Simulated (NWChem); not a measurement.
# SiH2Br− (SMILES [SiH2-]Br) at B3LYP5/cc-pVDZ-DK (sfX2C)

What is the energy difference between two shapes of SiH2Br− at B3LYP5/cc-pVDZ-DK (sfX2C)? 

The results are computed with NWChem 7.3.0.

3 further runs of the same task are left out: 2 that didn't finish, 1 set aside as unsound or not needed.

### Step 1. The structure to begin with

The species is SiH2Br− (4 atoms), meant as a singlet with charge -1. SMILES: `[SiH2-]Br`. The shape is that of a GFN2-xTB optimisation.

Bond lengths: Si1–Br2 2.425 Å, Si1–H3 1.496 Å, Si1–H4 1.496 Å. Angles: Br2–Si1–H3 94.3°, Br2–Si1–H4 94.3°, H3–Si1–H4 98.4°.

### Step 2. Energy and one-electron properties at B3LYP5/cc-pVDZ-DK (sfX2C)

File sp.nw:

```
start sp
title "BrH2Si"
memory 2200 mb
charge -1
geometry units angstroms noautosym nocenter noautoz
  Si   -0.191960   -0.343010   -0.619410
  Br    1.687710   -0.271360    0.911070
  H    -1.209900   -0.529990    0.461390
  H    -0.285850    1.144360   -0.753060
end
basis spherical
  * library cc-pVDZ-DK
end
relativistic
  x2c on
end
dft
  xc vwn_5 0.19 lyp 0.81 hfexch 0.20 slater 0.80 becke88 nonlocal 0.72
  grid xfine
  direct
  iterations 200
  noprint "final vectors analysis"
end
property
  quadrupole
  efieldgrad
  efield
  electrondensity
end
task dft property
```

The run is started by

```console
$ nwchem sp.nw > sp.out
```

What it wrote:

```text
[...]
          Wavefunction type:  closed shell.
          No. of atoms     :     4
          No. of electrons :    52
[...]
          Charge           :    -1
          Spin multiplicity:     1
[...]
          AO basis - number of functions:    55
[...]
              XC Information
              --------------
                     Hartree-Fock (Exact) Exchange  0.200
                        Slater Exchange Functional  0.800 local
                    Becke 1988 Exchange Functional  0.720 non-local
                      VWN V Correlation Functional  0.190 local
              Lee-Yang-Parr Correlation Functional  0.810
[...]
 d= 0,ls=0.0,diis     1  -2897.0329801952 -3.03D+03  4.38D-02  1.39D+01     5.1
[...]
 d= 0,ls=0.0,diis     8  -2897.3665510772 -3.74D-08  9.19D-06  3.89D-07    23.5
         Total DFT energy =    -2897.366551077243
      One electron energy =    -4297.122791463014
           Coulomb energy =     1384.886336481260
    Exchange-Corr. energy =     -114.774348908383
 Nuclear repulsion energy =      129.644252812893
[...]
```

Run time: 24 s. Hardware: 1 thread of AMD EPYC 9R45 (Zen 5), shared host; peak memory 0.13 GiB.

### Step 3. The distorted shape at the same level

File mymol.nw:

```
start mymol
title "BrH2Si B3LYP5"
memory total 2200 mb
charge -1
geometry units atomic noautosym nocenter noautoz
 Si -0.41980266 -0.63287873 -1.17734095
 Br  3.14296414 -0.50366303  1.76059925
 H  -2.25678653 -0.97623441  0.92513621
 H  -0.52400027  2.15614727 -1.44377344
end
basis spherical
 Si library cc-pVDZ-DK
 Br library cc-pVDZ-DK
 H library cc-pVDZ-DK
end
relativistic
 x2c on
end
dft
 xc vwn_5 0.19 lyp 0.81 hfexch 0.20 slater 0.80 becke88 nonlocal 0.72
 grid xfine
 direct
 maxiter 200
 print medium
end
property
 quadrupole
 efieldgrad
 efield
 electrondensity
end
task dft property
```

The run is started by

```console
$ nwchem mymol.nw > mymol.out
```

What it wrote:

```text
[...]
          Wavefunction type:  closed shell.
          No. of atoms     :     4
          No. of electrons :    52
[...]
          Charge           :    -1
          Spin multiplicity:     1
[...]
          AO basis - number of functions:    55
[...]
              XC Information
              --------------
                     Hartree-Fock (Exact) Exchange  0.200
                        Slater Exchange Functional  0.800 local
                    Becke 1988 Exchange Functional  0.720 non-local
                      VWN V Correlation Functional  0.190 local
              Lee-Yang-Parr Correlation Functional  0.810
[...]
 d= 0,ls=0.0,diis     1  -2897.0359804118 -3.03D+03  4.31D-02  1.39D+01     5.1
[...]
 d= 0,ls=0.0,diis     8  -2897.3656744609 -3.66D-08  9.44D-06  4.10D-07    23.4
         Total DFT energy =    -2897.365674460887
      One electron energy =    -4295.823605316603
           Coulomb energy =     1384.273784149482
    Exchange-Corr. energy =     -114.776454151491
 Nuclear repulsion energy =      128.960600857725
[...]
```

Wall time 24 s (1 thread of AMD EPYC 9R45 (Zen 5), shared host); peak memory 0.13 GiB.

### Step 4. What came out

At B3LYP5/cc-pVDZ-DK (sfX2C):

| quantity | value |
| --- | --- |
| first shape: total energy | -2897.36655 Eh |
| distorted shape: total energy | -2897.36567 Eh |
| distorted shape: HOMO energy | 0.31 eV |
| distorted shape: LUMO energy | 4.96 eV |
| distorted shape: HOMO–LUMO gap (to an unbound level, set by the basis) | 4.66 eV |
| energy change with the atoms displaced | 0.024 eV |

With the atoms displaced the energy rises by 0.02 eV (2.3 kJ/mol). The first shape isn't relaxed at this level, so the change isn't measured from a minimum. The HOMO (distorted shape) lies at positive energy, 0.31 eV; only total energies tell whether the electron is bound.
